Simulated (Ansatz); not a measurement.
# Ti4Ru (Fmmm) in Ansatz: band structure with PBEsol

Aim: the band structure of Ti4Ru with PBEsol.

All numbers are computed with Ansatz 0.2.0; they aren't measurements. Logs are shortened: lines on timing, memory, paths and dates and some standing lists are left out, and cuts for length are marked.

### 1 The structure

It takes space group Fmmm (No. 69, orthorhombic). Conventional cell: a = 3.114 Å, b = 4.745 Å, c = 22.108 Å, α = 90.00°, β = 90.00°, γ = 90.00°. Ru (site symmetry mmm) has 4 Ti at 2.53 Å and 4 Ru at 2.84 Å as nearest neighbours. Ti (site symmetry mm2) is surrounded by 2 Ru at 2.53 Å and 6 Ti at 2.82 to 2.84 Å. Ti (site symmetry mm2) has 10 Ti at 2.82 to 3.11 Å as nearest neighbours.

The cell comes from a database or a generator and needn't be the stable form of this composition.

### 2 Band structure, PBEsol, spin-orbit coupling, no magnetisation

The input, input.yaml:

```yaml
crystal:
  lattice:
    - [0.0, 2.372711, 11.053935]
    - [1.556774, 0.0, 11.053935]
    - [1.556774, 2.372711, 0.0]
  atoms:
    - { symbol: Ru, position: [0.0, 0.0, 0.0] }
    - { symbol: Ti, position: [0.590384, 0.590384, 0.409616] }
    - { symbol: Ti, position: [0.196926, 0.196926, 0.803074] }
    - { symbol: Ti, position: [0.803074, 0.803074, 0.196926] }
    - { symbol: Ti, position: [0.409616, 0.409616, 0.590384] }
hamiltonian:
  xc: pbesol
  pseudopotentials: { kind: paw_fr }
magnetization:
  noncollinear: true
  spin_orbit: true
kpoints:
  mp_grid: { grid: [10, 10, 10] }
  band_path:
    path:
      - [[0.0, 0.0, 0.0], [0.5, 0.0, 0.5], [1.0, 0.5, 0.5], [0.5, 0.5, 0.0], [0.0, 0.0, 0.0], [0.0, 0.3625806798, 0.3625806798], [0.5, 0.1473364804, 0.6473364804], [0.5, 0.0, 0.5]]
      - [[1.0, 0.5, 0.5], [1.0, 0.6374193202, 0.6374193202]]
      - [[0.0, 0.3625806798, 0.3625806798], [0.5, 0.8526635196, 0.3526635196], [0.5, 0.5, 0.0]]
      - [[0.5, 0.5, 0.5], [0.0, 0.0, 0.0]]
    npoints: 14
scf:
  occupations: { method: fermi_dirac, width: 0.05 }
  n_extra_bands: 12
output:
  forces: true
  stress: true
  eigenvalues: true
  fatbands: true
  write_density: true
  write_potential: true
  elf: true
  volumetric_format: npy
```

Potentials or basis: Ansatz PAW.

Started as:

```
$ ansatz run input.yaml --threads 2 --pin off --max-ram 5632MiB --backend cpu --events-out ev --progress --plain --runs-dir out
```

What it wrote:

```text
Warning: RAYON_NUM_THREADS=2 ignored (pool sized by the plan → 2); use --threads N
basis.fft_grid_basis auto: the FFT boxes are laid along the combinations [[1, -1, 0], [0, 1, 0], [0, 0, 1]] of the cell's own vectors, 2.838, 11.163 and 2.838 Å long. The dense box has 20×75×20 points. Along the cell's own vectors, as sized, it would have 80×75×20, 4.00 times as many. basis.fft_grid_basis: typed keeps the cell's own vectors: state it where this run's energies or levels are differenced outside the engine with another run's, or held beside a run that keeps those vectors. Those combinations have planes normal to reciprocal vector 3, as the cell's own vectors have. Each planar average written beside output.write_density, output.write_potential has a row for each plane of the box: 20. The volumetric files lie along those combinations, not along the cell's own vectors: a cube or XSF file states them, and fields.json those of NumPy files.
scf.n_extra_bands = 12 over 64 filled bands (N_el = 64.0): the run solves 76 bands
Engine: ansatz 0.2.0, x86_64-unknown-linux-gnu
Pseudopotentials: kind: paw_fr
Pseudopotential: Ru, paw_fr, valence charge 16, recommended cutoff 420 eV (normal), Ru.paw.azcp#standard-fr
Pseudopotential: Ti, paw_fr, valence charge 12, recommended cutoff 420 eV (normal), Ti.paw.azcp#standard-fr
Functional definition: PBEsol
  exchange = pbesol_x
  correlation = pbesol_c
non-collinear run that drives no moment, with spin-orbit: no starting moment large enough to seed its density (crystal.atoms[].spin), no starting occupations that ask for one, no magnetisation constraint and no magnetic field, so the semilocal B_xc is pinned to zero
Crystal: 5 atoms, lattice volume = 81.661 Å³
Basis set: ecut = 420 eV, 1603 PW (Γ), FFT grids on a1−a2, a2, a3, exchange–correlation on 40×150×40 points (8 copies of the dense FFT grid, shifted against one another)
Bands: 76, of which v1, the nominal top of the filled ones, is band 64 counted from 1 (63 counted from 0)
Symmetry: 8 space group operations + 8 with time reversal
Magnetic group: BNS 69.522 (UNI 620), of the structure as read, at distance tolerance 4.3e-5 Å
k-points: 171 of 1000
Projection manifold: j_resolved (fully-relativistic pseudo-atomic orbitals)
Non-local potential: Ru, projectors of the file, l = 0: 3, l = 1: 4, l = 2: 4, l = 3: 2
Non-local potential: Ti, projectors of the file, l = 0: 3, l = 1: 4, l = 2: 6, l = 3: 2
PAW form: soft (Blöchl's): semilocal exchange-correlation on the pseudo side does not see the compensation charge
PAW frozen core: Ru, regenerated for the run's functional, and the local potential with it (the file was generated under x = pbe(κ = 0.804, μ = 0.2195149727645171), c = pbe(β = 0.06672455060314922))
PAW frozen core: Ti, regenerated for the run's functional, and the local potential with it (the file was generated under x = pbe(κ = 0.804, μ = 0.2195149727645171), c = pbe(β = 0.06672455060314922))
PAW one-centre angular grid: Ru, 590 points (default); XC on 64 Gauss nodes
PAW one-centre angular grid: Ti, 590 points (default); XC on 96 Gauss nodes
Initial density: superposition of atomic densities (chi_scale 0.1, normalization cell, long waves of neutral atoms (reshape's long-wave potential 2.11 eV rms, cloud 3.06 Å wide))
Initial wavefunctions: pseudopotential atomic-orbital guess
Functional: x = pbesol(κ = 0.804, μ = 0.12345679012345678), c = pbesol(β = 0.046)
SCF iter   1: F=—  HF=-15741.283579 eV  |F-HF|=—  |Δ(HF+E_count)|=         —  Δρ=3.31e-1  dr2=8.10e2  dr2_m=0.00e0 (ungated)  ethr=3.10e-3  |M|=0.00e0 ∫|m|=0.00e0 μB  |m|>n=0.0e0 m-floor=0.0e0 τ_xc=0.0e0  β_m=0.30  ⟨swp⟩=6.4  Hψ=29815  notcnv=0
preconditioner: auto → Kerker (q_TF=auto, 2.620 Å⁻¹)  [metal: Δε(μ)=0.003 eV  Ē_g=3.091 eV  σ=0.050 eV  W_gap=0.02  n_scr=24 (ndim 8)  ℏωp=20.1 eV  f_vac=0.000  D(μ)=6.13/eV (n_scr^D=70)]
spin=Noncollinear: Kerker preconditioning applied to the charge; magnetization (m_x, m_y, m_z) channels mix plain (no charge-response kernel on spin).
[... 8 lines left out ...]
SCF iter  10: F=—  HF=-15714.495156 eV  |F-HF|=—  |Δ(HF+E_count)|=   3.01e-5  Δρ=7.86e-5  dr2=2.23e-5  dr2_m=0.00e0 (ungated)  ethr=3.70e-7  |M|=0.00e0 ∫|m|=0.00e0 μB  |m|>n=0.0e0 m-floor=0.0e0 τ_xc=0.0e0  β_m=0.90  ⟨swp⟩=2.0  Hψ=8154  notcnv=0  defer=82
SCF iter  11: F=—  HF=-15714.495156 eV  |F-HF|=—  |Δ(HF+E_count)|=   4.64e-8  Δρ=1.99e-5  dr2=8.30e-7  dr2_m=0.00e0 (ungated)  ethr=3.48e-8  |M|=0.00e0 ∫|m|=0.00e0 μB  |m|>n=0.0e0 m-floor=0.0e0 τ_xc=0.0e0  β_m=0.83  ⟨swp⟩=1.6  Hψ=7410  notcnv=0  defer=82
SCF iter  12: F=-15714.495156 eV  HF=-15714.495156 eV  |F-HF|=4.55e-8  |Δ(HF+E_count)|=   4.34e-8  Δρ=5.63e-6  dr2=5.17e-8  dr2_m=0.00e0 (ungated)  ethr=1.56e-10  |M|=0.00e0 ∫|m|=0.00e0 μB  |m|>n=0.0e0 m-floor=0.0e0 τ_xc=0.0e0  ⟨swp⟩=15.7  Hψ=53934  notcnv=0
SCF 1 converged in 12 iterations: F = -15714.495156 eV  dr2 = 5.17e-8
NSCF: frozen V_eff on 158 k-points
SCF converged after 12 iterations
Magnetization: |M| = 0.0000 μB,  M = (+0.0000, +0.0000, +0.0000) μB
Absolute magnetization: 0.0000 μB (∫|m|)
  site 0: m = (+0.0000, +0.0000, +0.0000) μB, |m| = 0.0000 μB  (R = 1.04 Å)
  site 1: m = (+0.0000, +0.0000, +0.0000) μB, |m| = 0.0000 μB  (R = 1.04 Å)
  site 2: m = (+0.0000, +0.0000, +0.0000) μB, |m| = 0.0000 μB  (R = 1.16 Å)
  site 3: m = (+0.0000, +0.0000, +0.0000) μB, |m| = 0.0000 μB  (R = 1.16 Å)
  site 4: m = (+0.0000, +0.0000, +0.0000) μB, |m| = 0.0000 μB  (R = 1.04 Å)
Free energy (F): -15714.495156 eV
Harris-Foulkes:  -15714.495156 eV  (|F-HF|=4.55e-8)
Internal energy: -15714.425577 eV  (E = F + TS)
E sigma→0 (E₀):  -15714.460366 eV
Entropy (-TS):   -0.069579 eV (-13.916 meV/atom)
Fermi energy:    14.994837 eV
--- Per-component energies (eV) ---
  E_band       = -724.753070
  E_kinetic    = 1604.974408
  E_local      = -5331.832553  (includes V_loc(G=0)·N_el)
  E_nonlocal   = 382.306341
  E_hartree    = 2125.029834
  E_xc         = -576.466228
  E_vxc        = -724.962326  (∫ρ·V_xc dr)
  E_paw        = -7491.397435  (= ΣΔE_a)
  E_vpaw       = -905.303594  (= ΣTr[D̂ρ^β])
  E_aug_tail   = 0.000294  (compensation charges beyond the density's cutoff)
  E_ewald      = -6427.854535
  E_core_change = 0.814298  (= ΣΔE_core)
  E_smearing   = -0.069579  (= −TS)
  E_closure    = -0.000000  (closes the sum)
  Σ components = -15714.495156   (vs F -15714.495156, Δ=0.00e0)
--- Forces (eV/Å), atoms counted from 1 ---
  atom   1  Ru    -0.00000000    -0.00000000     0.00000000
  atom   2  Ti     0.00000000     0.00000000    -0.25319229
  atom   3  Ti    -0.00000000    -0.00000000     0.01758265
  atom   4  Ti     0.00000000     0.00000000    -0.01758265
  atom   5  Ti    -0.00000000    -0.00000000     0.25319229
  max |Σ_I F_I| component: 1.89e-29 eV/Å
--- Stress (GPa, compression-positive) ---
       -5.613735       0.000000       0.000000
        0.000000      -5.118755       0.000000
        0.000000       0.000000      -4.982570
  P = ⅓ Tr σ = -5.2384 GPa (-52.384 kbar)
--- Band table (eV; the first three rows and the last of 171) ---
  k-point 0: bands = ["-57.6202", "-57.6202", "-41.4273", "-41.4273", "-41.4252", "-41.4252", "-41.2334", "-41.2334", "-41.1677", "-41.1677", "-29.8993", "-29.8993", "-26.5680", "-26.5680", "-26.3659", "-26.3659", "-18.1663", "-18.1663", "-18.1010", "-18.1010", "-17.9231", "-17.9231", "-17.7518", "-17.7518", "-17.5024", "-17.5024", "-17.4664", "-17.4664", "-17.2957", "-17.2957", "-17.2804", "-17.2804", "-17.2757", "-17.2757", "-17.0961", "-17.0961", "-17.0608", "-17.0608", "-17.0313", "-17.0313", "8.4355", "8.4355", "9.8091", "9.8091", "10.2830", "10.2830", "10.7476", "10.7476", "12.0494", "12.0494", "12.3189", "12.3189", "13.2238", "13.2238", "13.4314", "13.4314", "14.7118", "14.7118", "14.7973", "14.7973", "15.0430", "15.0430", "15.3373", "15.3373", "15.4489", "15.4489", "15.5275", "15.5275", "15.5973", "15.5973", "15.9673", "15.9673", "16.1111", "16.1111", "16.5839", "16.5839"]
  k-point 1: bands = ["-57.6165", "-57.6165", "-41.4198", "-41.4198", "-41.4178", "-41.4178", "-41.2255", "-41.2255", "-41.1627", "-41.1627", "-29.9087", "-29.9087", "-26.5751", "-26.5751", "-26.3854", "-26.3854", "-18.1624", "-18.1624", "-18.1106", "-18.1106", "-17.9370", "-17.9370", "-17.7746", "-17.7746", "-17.5163", "-17.5163", "-17.4783", "-17.4783", "-17.3227", "-17.3227", "-17.3077", "-17.3077", "-17.2852", "-17.2852", "-17.1186", "-17.1186", "-17.0794", "-17.0794", "-17.0528", "-17.0528", "8.7165", "8.7165", "10.0461", "10.0461", "10.4921", "10.4921", "10.9545", "10.9545", "12.0388", "12.0388", "12.5323", "12.5323", "13.1179", "13.1179", "13.4569", "13.4569", "14.3155", "14.3155", "14.5692", "14.5692", "15.1382", "15.1382", "15.2799", "15.2799", "15.3561", "15.3561", "15.4132", "15.4132", "15.6260", "15.6260", "15.8688", "15.8688", "16.1739", "16.1739", "16.2491", "16.2491"]
  k-point 2: bands = ["-57.6068", "-57.6068", "-41.3999", "-41.3999", "-41.3986", "-41.3986", "-41.2040", "-41.2040", "-41.1502", "-41.1502", "-29.9339", "-29.9339", "-26.6005", "-26.6005", "-26.4282", "-26.4282", "-18.1645", "-18.1645", "-18.1401", "-18.1401", "-17.9774", "-17.9774", "-17.8410", "-17.8410", "-17.5567", "-17.5567", "-17.5188", "-17.5188", "-17.3879", "-17.3879", "-17.3552", "-17.3552", "-17.3155", "-17.3155", "-17.1895", "-17.1895", "-17.1211", "-17.1211", "-17.0813", "-17.0813", "9.4764", "9.4764", "10.6312", "10.6312", "10.9819", "10.9819", "11.4603", "11.4603", "11.9976", "11.9976", "12.8276", "12.8276", "13.1018", "13.1018", "13.5904", "13.5904", "13.9061", "13.9061", "14.2734", "14.2734", "14.9719", "14.9719", "15.0162", "15.0162", "15.1843", "15.1843", "15.2419", "15.2419", "15.4275", "15.4275", "15.5570", "15.5570", "15.9451", "15.9451", "16.5926", "16.5926"]
  k-point 170: bands = ["-57.6202", "-57.6202", "-41.4287", "-41.4287", "-41.4238", "-41.4238", "-41.2335", "-41.2335", "-41.1676", "-41.1676", "-29.8993", "-29.8993", "-26.5680", "-26.5680", "-26.3659", "-26.3659", "-18.1478", "-18.1478", "-18.1242", "-18.1242", "-17.9180", "-17.9180", "-17.7525", "-17.7525", "-17.4879", "-17.4879", "-17.4845", "-17.4845", "-17.2904", "-17.2904", "-17.2837", "-17.2837", "-17.2707", "-17.2707", "-17.0992", "-17.0992", "-17.0607", "-17.0607", "-17.0314", "-17.0314", "8.5392", "8.5392", "9.3987", "9.3987", "10.3279", "10.3279", "11.4590", "11.4590", "11.8642", "11.8642", "12.0510", "12.0510", "13.2273", "13.2273", "13.4498", "13.4498", "14.5379", "14.5379", "14.7469", "14.7469", "15.1658", "15.1658", "15.1929", "15.1929", "15.3018", "15.3018", "15.5866", "15.5866", "15.7947", "15.7947", "15.9565", "15.9565", "16.0466", "16.0466", "16.2725", "16.2725"]
```

Wall time 5 min (2 threads of Intel Xeon Platinum 8259CL at 2.50GHz (Skylake/Cascade Lake), shared host); peak memory 1.8 GiB.

What came out:

```yaml
Free_energy: -15714.4952 eV
Pressure: -5.2 GPa
Largest_force: 0.253 eV/Å
Band_gap_on_the_k_mesh: none (metal or under the smearing width)
```

Forces on the atoms (eV/Å):
```
Ru   0.000  0.000  0.000
Ti   0.000  0.000 -0.253
Ti   0.000  0.000  0.018
Ti   0.000  0.000 -0.018
Ti   0.000  0.000  0.253
```

Levels at the corners of the path, in eV from the Fermi level:
| point | band 59 | band 60 | band 61 | band 62 | band 63 | band 64 | band 65 | band 66 |
| --- | --- | --- | --- | --- | --- | --- | --- | --- |
| Γ | -0.20 | -0.20 | 0.05 | 0.05 | 0.34 | 0.34 | 0.45 | 0.45 |
| Y | -1.10 | -1.10 | 0.53 | 0.53 | 0.56 | 0.56 | 0.76 | 0.76 |
| T | -0.23 | -0.23 | -0.02 | -0.02 | 0.17 | 0.17 | 0.88 | 0.88 |
| Z | -0.25 | -0.25 | 0.17 | 0.17 | 0.20 | 0.20 | 0.31 | 0.31 |
| Γ | -0.20 | -0.20 | 0.05 | 0.05 | 0.34 | 0.34 | 0.45 | 0.45 |
| X | -0.86 | -0.86 | -0.49 | -0.49 | -0.47 | -0.47 | -0.24 | -0.24 |
| A1 | -0.68 | -0.68 | -0.65 | -0.65 | -0.57 | -0.57 | -0.47 | -0.47 |
| Y | -1.10 | -1.10 | 0.53 | 0.53 | 0.56 | 0.56 | 0.76 | 0.76 |
| T | -0.23 | -0.23 | -0.02 | -0.02 | 0.17 | 0.17 | 0.88 | 0.88 |
| X1 | -0.86 | -0.86 | -0.49 | -0.49 | -0.47 | -0.47 | -0.24 | -0.24 |
| X | -0.86 | -0.86 | -0.49 | -0.49 | -0.47 | -0.47 | -0.24 | -0.24 |
| A | -0.68 | -0.68 | -0.65 | -0.65 | -0.57 | -0.57 | -0.47 | -0.47 |
| Z | -0.25 | -0.25 | 0.17 | 0.17 | 0.20 | 0.20 | 0.31 | 0.31 |
| L | -0.55 | -0.55 | -0.40 | -0.40 | -0.11 | -0.11 | 0.20 | 0.20 |
| Γ | -0.20 | -0.20 | 0.05 | 0.05 | 0.34 | 0.34 | 0.45 | 0.45 |

Caveat: the PAW data sets come from PBE, with cores solved anew for the run's functional, which leaves a small shift of forces and pressure.
